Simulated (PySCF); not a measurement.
# C3H5Br (2-Bromopropene): the cost of one run

Programs: PySCF 2.14.0, with routines of our own; each step states its level. All values are computed. Atoms count from 0.

### 1 The starting structure

9 atoms, charge 0, multiplicity 1; geometry from: GFN2-xTB.

### 2 Relaxing the molecule at PBE0-D3(BJ)/def2-SVP

What the job is given:

```
{"job": {"xc": "PBE0", "basis": "def2-SVP", "d3": "d3bj", "grid": 1, "maxiter": 30, "shake": 0.01, "kind": "geom"}, "charge": 0, "multiplicity": 1}
C      1.290650    -0.533140     0.329920
C      0.308490     0.188100    -0.255400
C     -1.162680     0.129710     0.033920
Br     0.801150     1.448790    -1.640210
H      2.303310    -0.413410     0.043840
H      1.033270    -1.210180     1.101310
H     -1.496260     1.109500     0.354610
H     -1.320810    -0.583310     0.828700
H     -1.699320    -0.153210    -0.830410
```

On the command line:

```
$ OMP_NUM_THREADS=1 python heavy_run.py task.json out
```

One launch serves the whole session: the jobs run in the order shown.

Q: Estimate the wall time and peak memory of this first job on 1 thread of Intel Xeon Platinum 8259CL at 2.50GHz, shared host.

About 33 s, with a peak of 0.42 GiB.
